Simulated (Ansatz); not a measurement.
# HIn: the cost of one run

Computed with Ansatz 0.2.0, Gaussian basis. Level: PBE0-D4/def2-TZVP structures, single points in def2-TZVPP, no counterpoise correction.

Levels: SPW92, PBE-D4, BLYP-D4, r2SCAN-D4, B97M-V, PBE0-D4, B3LYP-D4, r2SCAN0-D4, BHLYP-D4, CAM-B3LYP-D4, wB97X-V, wB97M-V, B2PLYP, PBE-QIDH, RPA on PBE, Hartree-Fock, MP2, CCSD, CCSD(T).

Cores are frozen in the correlated methods. Filled d shells of the heavier atoms are correlated. Core potentials replace the inner electrons past krypton, and spin-orbit coupling is left out. B3LYP uses VWN-RPA correlation. B2PLYP carries no dispersion term here.

90 further runs of the same task are left out: 2 that didn't finish, 88 set aside as unsound or not needed.

## (1) Starting geometry

The complex: 7 atoms, charge 0, spin multiplicity 1.

Atoms are counted from 1 here; the program's logs count them from 0.

Bond lengths: In1–H3 1.852 Å, H2–C4 1.092 Å, C4–H5 1.090 Å, C4–H6 1.090 Å, C4–H7 1.090 Å. Angles: H2–C4–H5 110.3°, H2–C4–H6 108.6°, H2–C4–H7 110.2°, H5–C4–H6 109.1°, H5–C4–H7 109.4°, H6–C4–H7 109.1°.

Geometry (Å):

```xyz
7
CH5In
In   -2.13256   -1.26733   -0.67994
H     0.65153   -0.19943   -0.22246
H    -0.68472   -2.08926   -1.49178
C     0.55880    0.66895    0.43330
H     0.11830    0.37671    1.38702
H     1.55292    1.07927    0.60971
H    -0.06417    1.43119   -0.03575
```

Its parts: InH holds atoms 1, 3; CH4 holds atoms 2, 4, 5, 6, 7. Each part counts its atoms afresh in its own runs.

## (2) Relaxing InH alone

relax-a/in.yaml

```yaml
crystal:
  periodic: [false, false, false]
  atoms:
    - {symbol: In, position_ang: [-2.132562, -1.267333, -0.679942]}
    - {symbol: H, position_ang: [-0.684719, -2.089258, -1.491780]}
basis:
  gaussian: {orbitals: def2-TZVP}
hamiltonian: {xc: pbe0, dispersion: d4}
relax: {f_tol: 0.005, max_steps: 200}
```

The run is started by

```
ansatz run in.yaml --threads 2 --pin off --events-out ev --progress --plain --max-ram 4352MiB
```

**Question.** How long does this run take on 2 threads of Arm Neoverse V2, shared host?

About 2.2 s.
